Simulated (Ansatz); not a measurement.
# CdF2: how the settings move a single-point run

Aim: see which settings change the result for CdF2, by how much, and at what cost.

Program: Ansatz 0.2.0. Level of theory: reference: DFT, LDA, all-electron LAPW, scalar-relativistic. These are calculated values, not measurements.

**1. Starting point**

Symmetry: Fm-3m, No. 225, cubic system. Conventional cell: a = 4.784 Å, b = 4.784 Å, c = 4.784 Å, α = 90.00°, β = 90.00°, γ = 90.00°. Cd (site symmetry m-3m) is surrounded by 8 F at 2.07 Å. F (site symmetry -43m) has 4 Cd at 2.07 Å as nearest neighbours.

Coordinates:

```xyz
3
Lattice="0.0000 2.3920 2.3920 2.3920 0.0000 2.3920 2.3920 2.3920 0.0000" Properties=species:S:1:pos:R:3 pbc="T T T"
Cd    0.0000    0.0000    0.0000
F     1.1960    1.1960    1.1960
F     3.5880    3.5880    3.5880
```

**2. Baseline**

Input file input.yaml:

```yaml
crystal:
  lattice:
    - [0.0, 2.3920133807, 2.3920133807]
    - [2.3920133807, 0.0, 2.3920133807]
    - [2.3920133807, 2.3920133807, 0.0]
  atoms:
    - { symbol: Cd, position: [0.0, 0.0, 0.0] }
    - { symbol: F, position: [0.25, 0.25, 0.25] }
    - { symbol: F, position: [0.75, 0.75, 0.75] }
kpoints:
  mp_grid: { grid: [9, 9, 9] }
  band_path:
    path:
      - [0.0, 0.0, 0.0]
      - [0.5, 0.0, 0.5]
      - [0.625, 0.25, 0.625]
      - [0.375, 0.375, 0.75]
      - [0.0, 0.0, 0.0]
      - [0.5, 0.5, 0.5]
      - [0.5, 0.25, 0.75]
      - [0.5, 0.0, 0.5]
    npoints: 6
scf:
  occupations: { method: fermi_dirac, width: 0.03 }
hamiltonian:
  xc: lda
  pseudopotentials: { kind: all_electron, lapw: { basis_error: 0.001 } }
output:
  forces: true
  stress: true
  eigenvalues: true
  populations: true
```

Run with:

```bash
ansatz run input.yaml --threads 1 --pin off --max-ram 3072MiB --backend cpu --events-out ev --progress --plain --runs-dir out
```

**3. Changing settings: mp_grid.shift [0.5, 0.5, 0.5], occupations.method tetrahedron, dispersion d4, width left out**

Edit input.yaml of step 2 so:

```diff
@@ -10,3 +10,3 @@
 kpoints:
-  mp_grid: { grid: [9, 9, 9] }
+  mp_grid: { grid: [9, 9, 9], shift: [0.5, 0.5, 0.5] }
   band_path:
@@ -23,3 +23,3 @@
 scf:
-  occupations: { method: fermi_dirac, width: 0.03 }
+  occupations: { method: tetrahedron }
 hamiltonian:
@@ -27,2 +27,3 @@
   pseudopotentials: { kind: all_electron, lapw: { basis_error: 0.001 } }
+  dispersion: d4
 output:
```

What does the calculation give? Wanted: for each run, ending; energy change; pressure; gap; force.

As calculated:

```
                                                                                            run     ending                                           energy change  pressure (GPa)  gap (eV)  force (eV/Å)  cycles  time
                                                                                      reference  converged                                                       0            81.3      3.98          0.00       7  20 s
1: mp_grid.shift [0.5, 0.5, 0.5], occupations.method tetrahedron, dispersion d4, width left out  converged  -248.1 meV/atom (σ→0) (offset of the dispersion model)            77.1      4.15          0.00       7  36 s
```

Residual by cycle in the longest SCF loop of each run; runs are numbered as in the table. The quantity is the density residual dr2, in eV.

```
cycle  reference    run 1
    1       1.54     1.54
    2    0.00815  0.00815
    3     0.0313   0.0313
    4     7.5e-4   7.5e-4
    5     4.3e-6   4.3e-6
    6     3.4e-6   3.4e-6
    7     5.7e-8   5.6e-8
```

What this shows: The energy moves by -248.1 meV/atom, nearly all of it the dispersion term itself (-248.1 meV/atom); that offset belongs to the model and is no gain or loss of stability; the pressure goes from 81.3 to 77.1 GPa and the gap on the mesh goes from 3.98 to 4.15 eV. The damping parameters are borrowed, as the log notes. The structure is not at rest: the sound run finds 81 GPa, so these are no properties of the relaxed crystal. 

The gaps are Kohn-Sham values of a semilocal functional, not quasiparticle or optical gaps. Such gaps usually fall short of the measured ones.
